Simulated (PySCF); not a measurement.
**PtNBr: structure of the triplet**

Where does triplet PtNBr go from a PBE minimum start, is the end point a minimum, and what are its modes, charges and moments?

Method: PBE, basis Pt def2-SVP with ECP60, N def2-SVP, Br def2-SVP, scalar-relativistic core potentials, no spin–orbit coupling, density fitting; program: PySCF 2.14.0.

## Step 1: Starting geometry

3 atoms, charge 0, spin multiplicity 3.

Bond lengths: Pt1–N2 1.731 Å, Pt1–Br3 2.381 Å. Angles: N2–Pt1–Br3 127.4°.

```xyz
3
charge 0 multiplicity 3
Pt   -0.5001    0.0000   -0.3575
N    -2.0800    0.0000    0.3495
Br    1.5932    0.0000    0.7768
```

## Step 2: First SCF at the start

One driver script runs all steps and calls PySCF; scf.py shows how it sets up the SCF of each step. The optimiser is the driver's own. After this first run the driver tries any further starts and a stability analysis.

File scf.py:

```python
from pyscf import gto, scf, dft
mol = gto.M(atom='''
Pt    -0.500138     0.000000    -0.357539
N     -2.079959     0.000000     0.349469
Br     1.593235     0.000000     0.776817''',
    basis={'Pt': 'def2-SVP', 'N': 'def2-SVP', 'Br': 'def2-SVP'},
    ecp={'Pt': 'def2-SVP'},
    charge=0, spin=2)
mf = dft.UKS(mol, xc='PBE')
mf.grids.atom_grid = (50, 194)
aux = {'Pt': 'def2-universal-JKFIT', 'N': 'def2-universal-JKFIT', 'Br': 'def2-universal-JKFIT'}
mf = mf.density_fit(auxbasis=aux)
mf.conv_tol = 1e-08
mf.diis_space = 10
mf.max_cycle = 60
mf.init_guess = 'minao'
mf.verbose = 4
mf.kernel()
```

Run with:

```sh
$ OMP_NUM_THREADS=2 python axn.py task.json out
```

The log of the run (excerpt; [...] marks lines left out):

```text
[... the frontier levels of the middle cycles are left out ...]
init E= -2735.07518720091
[... the frontier-level lines of each cycle are left out ...]
cycle= 1 E= -2746.14500418354  delta_E= -11.1  |g|= 1.38  |ddm|= 5.71
cycle= 2 E= -2725.46709262937  delta_E= 20.7  |g|= 5.76  |ddm|= 8.24
cycle= 3 E= -2744.90743390403  delta_E= -19.4  |g|= 2.21  |ddm|= 7.13
cycle= 4 E= -2745.82488426686  delta_E= -0.917  |g|= 1.59  |ddm|= 2.77
cycle= 5 E= -2747.02835199822  delta_E= -1.2  |g|= 0.951  |ddm|= 2.27
cycle= 6 E= -2747.41760534835  delta_E= -0.389  |g|= 0.181  |ddm|= 0.695
cycle= 7 E= -2747.42660638897  delta_E= -0.009  |g|= 0.126  |ddm|= 0.334
cycle= 8 E= -2747.4337746161  delta_E= -0.00717  |g|= 0.0142  |ddm|= 0.155
cycle= 9 E= -2747.43390930299  delta_E= -0.000135  |g|= 0.00781  |ddm|= 0.0298
cycle= 10 E= -2747.43395310505  delta_E= -4.38e-05  |g|= 0.00302  |ddm|= 0.0159
cycle= 11 E= -2747.43395850437  delta_E= -5.4e-06  |g|= 0.00229  |ddm|= 0.00677
cycle= 12 E= -2747.4339615351  delta_E= -3.03e-06  |g|= 0.000415  |ddm|= 0.00378
cycle= 13 E= -2747.43396166503  delta_E= -1.3e-07  |g|= 0.00011  |ddm|= 0.00106
cycle= 14 E= -2747.43396167289  delta_E= -7.86e-09  |g|= 9.15e-05  |ddm|= 0.000332
Extra cycle  E= -2747.43396155082  delta_E= 1.22e-07  |g|= 0.000485  |ddm|= 0.000645
SCF not converged.
init E= -2735.07518720091
[... 16 cycles left out ...]
cycle= 17 E= -2747.43395915541  delta_E= -0.000111  |g|= 0.00191  |ddm|= 0.0136
cycle= 18 E= -2747.4339376888  delta_E= 2.15e-05  |g|= 0.00603  |ddm|= 0.0111
cycle= 19 E= -2747.43395766869  delta_E= -2e-05  |g|= 0.00267  |ddm|= 0.00651
cycle= 20 E= -2747.43394953007  delta_E= 8.14e-06  |g|= 0.00507  |ddm|= 0.00527
SCF not converged.
init E= -2747.43394953007
cycle= 1 E= -2747.43378093717  delta_E= 0.000169  |g|= 0.0204  |ddm|= 0.0189
cycle= 2 E= -2747.43119375585  delta_E= 0.00259  |g|= 0.0799  |ddm|= 0.0729
cycle= 3 E= -2747.43370235875  delta_E= -0.00251  |g|= 0.0225  |ddm|= 0.0406
cycle= 4 E= -2747.43393341596  delta_E= -0.000231  |g|= 0.00689  |ddm|= 0.013
cycle= 5 E= -2747.43395786494  delta_E= -2.44e-05  |g|= 0.00234  |ddm|= 0.00492
cycle= 6 E= -2747.43396115588  delta_E= -3.29e-06  |g|= 0.00076  |ddm|= 0.00232
cycle= 7 E= -2747.43396159704  delta_E= -4.41e-07  |g|= 0.000165  |ddm|= 0.00114
cycle= 8 E= -2747.4339616508  delta_E= -5.38e-08  |g|= 8.33e-05  |ddm|= 0.000575
cycle= 9 E= -2747.43396166775  delta_E= -1.7e-08  |g|= 6.07e-05  |ddm|= 0.000335
cycle= 10 E= -2747.43396167439  delta_E= -6.63e-09  |g|= 4.95e-05  |ddm|= 0.000208
Extra cycle  E= -2747.43396161947  delta_E= 5.49e-08  |g|= 0.000334  |ddm|= 0.000605
converged SCF energy = -2747.43396161947  <S^2> = 2.0120148  2S+1 = 3.0079992
```

This step, with its further starts and checks, took 34 s on 2 threads of Arm Neoverse N1, shared host.

Energies from each starting density:

```csv
start,energy (Eh)
the minimal-basis guess,-2747.433962
a thermally smeared density,-2747.433962
a smeared PBE density,-2747.433962
```

The test of internal stability and the other starts found no lower solution of this spin.

## Step 3: PBE minimum start, triplet: relaxation

The program finds Cs symmetry in the start, which this walk keeps. Threshold on the gradient: 0.0003 Eh/bohr, with a further test on the energy change.

scf.py: that of step 2 with these lines changed.

```diff
@@ -3,3 +3,3 @@
-Pt    -0.500138     0.000000    -0.357539
-N     -2.079959     0.000000     0.349469
-Br     1.593235     0.000000     0.776817''',
+Pt    -0.497013     0.000000    -0.345351
+N     -2.076834     0.000000     0.361657
+Br     1.596360     0.000000     0.789005''',
@@ -16 +15,0 @@
-mf.init_guess = 'minao'
```

Energy and gradient, step by step:

```csv
step,energy (Eh),change (kJ/mol),largest symmetric gradient (Eh/bohr)
0,-2747.433962,0.00,0.00123
1,-2747.433966,-0.01,0.00074
2,-2747.433967,-0.01,0.00046
3,-2747.433962,0.00,0.00021
4,-2747.433952,0.03,0.00006
```

The walk took 19 s.

End point (Cs, 4 steps, 0.0 kJ/mol gained): Pt–Br 2.382 Å, Pt–N 1.730 Å; Br–Pt–N 129.6°.

## Step 4: Hessian and properties

The point is checked on the finer grid, and tightened if its gradient asks for it. The Hessian and the dipole derivatives come from central differences of analytic gradients, with steps of 0.02 bohr.

scf.py: that of step 3 with these lines changed.

```diff
@@ -3,3 +3,3 @@
-Pt    -0.497013     0.000000    -0.345351
-N     -2.076834     0.000000     0.361657
-Br     1.596360     0.000000     0.789005''',
+Pt    -0.500057     0.000000    -0.357660
+N     -2.079815     0.000000     0.349491
+Br     1.592898     0.000000     0.776707''',
@@ -10 +10 @@
-mf.grids.atom_grid = (50, 194)
+mf.grids.atom_grid = (75, 302)
@@ -13 +13 @@
-mf.conv_tol = 1e-08
+mf.conv_tol = 1e-10
```

The driver hands on the density of the step before, so the log starts near convergence.

SCF at the final geometry:

```text
init E= -2747.43402840516
[... the frontier-level lines of each cycle are left out ...]
cycle= 1 E= -2747.43402840361  delta_E= 1.55e-09  |g|= 5.61e-05  |ddm|= 6.62e-05
cycle= 2 E= -2747.43402834347  delta_E= 6.01e-08  |g|= 0.000357  |ddm|= 0.000374
cycle= 3 E= -2747.434028405  delta_E= -6.15e-08  |g|= 1.73e-05  |ddm|= 0.000309
cycle= 4 E= -2747.43402840521  delta_E= -2.05e-10  |g|= 1.16e-06  |ddm|= 2.75e-05
cycle= 5 E= -2747.43402840521  delta_E= -4.55e-13  |g|= 7.15e-08  |ddm|= 1.34e-06
Extra cycle  E= -2747.43402840521  delta_E= -4.55e-13  |g|= 2.73e-07  |ddm|= 4.24e-07
converged SCF energy = -2747.43402840521  <S^2> = 2.0120165  2S+1 = 3.0080003
```

The whole step took 80 s.

Geometry: Cs; Pt–Br 2.381 Å, Pt–N 1.731 Å; Br–Pt–N 127.4°.

Harmonic modes (main isotopes):

| symmetry | ω (cm⁻¹) | IR (km/mol) | μ (u) | type |
| --- | --- | --- | --- | --- |
| a' | 110 | 1.9 | 17.07 | bend |
| a' | 252 | 6.9 | 91.16 | stretch |
| a' | 883 | 4.5 | 14.87 | stretch |

No imaginary mode, so this is a minimum.

Properties at this point:

- Dipole moment: 1.23 D
- Highest occupied level: -5.76 eV
- Lowest empty level: -5.68 eV
- Rotational constants: 0.7608, 0.04662, 0.04393 cm⁻¹
- Zero-point energy: 7.4 kJ/mol
- Principal polarisabilities: 38.7, 45.1, 85.7 bohr³
- Atomisation energy without zero-point energy: 692 kJ/mol
- Principal traceless quadrupole moments about the centre of mass: -1.90, -1.09, 2.99 D Å
- Entropy at 298.15 K and 1 bar (electronic part: spin only): 320.7 J/(mol K)
- Heat capacity Cp at 298.15 K: 50.9 J/(mol K)
- Enthalpy at 298.15 K above 0 K: 13.22 kJ/mol
- Rotational symmetry number: 1
- Spin squared ⟨S²⟩: 2.012

Charges (e) and bond orders:

```csv
atom,Mulliken,Löwdin,polar tensor,spin (Mulliken),Mayer order to Pt1
Pt1,0.27,-0.22,0.46,0.73,–
N2,-0.12,0.07,-0.19,1.21,2.08
Br3,-0.15,0.14,-0.28,0.06,1.10
```

Outer orbital energies (eV). α occupied: -10.65, -9.64, -8.67, -7.99, -7.42, -7.16, -6.68, -5.76; empty: -5.04, -2.14, -0.17, 0.77. β occupied: -10.93, -10.20, -9.67, -9.17, -8.35, -7.68, -7.15, -6.86; empty: -5.68, -4.39, -4.18, -1.54.

Mulliken populations on Pt1 (outside its core potential): s 2.87, p 6.30, d 8.53, f 0.03.

## Step 5: Results

```
                                          quantity                                        value
                                           minimum                                  triplet, Cs
                                          geometry  Pt–Br 2.381 Å, Pt–N 1.731 Å; Br–Pt–N 127.4°
                                wavenumbers (cm⁻¹)                 110 (a'), 252 (a'), 883 (a')
                                     dipole moment                                       1.23 D
highest occupied, lowest empty level (either spin)                              -5.76, -5.68 eV
                        polar-tensor charge of Pt1                                      +0.46 e
                                 zero-point energy                                   7.4 kJ/mol
                               entropy at 298.15 K                              320.7 J/(mol K)
         atomisation energy (no zero-point energy)                                   692 kJ/mol
                                              ⟨S²⟩                                        2.012
```

The molecule stays Cs, as typed, and the end point is a minimum. In the infrared the band at 252 cm⁻¹ (a', stretch) leads. Most of the spin sits on N2 (Mulliken spin 1.21, against 2 for the whole molecule). Other starts or spin states, not run here, may lie lower. Open d and f shells are described by one determinant, and the ground state may have another occupation or spin. Spin–orbit coupling, left out here, can matter for elements this heavy.

The search up to here took 2.2 min.
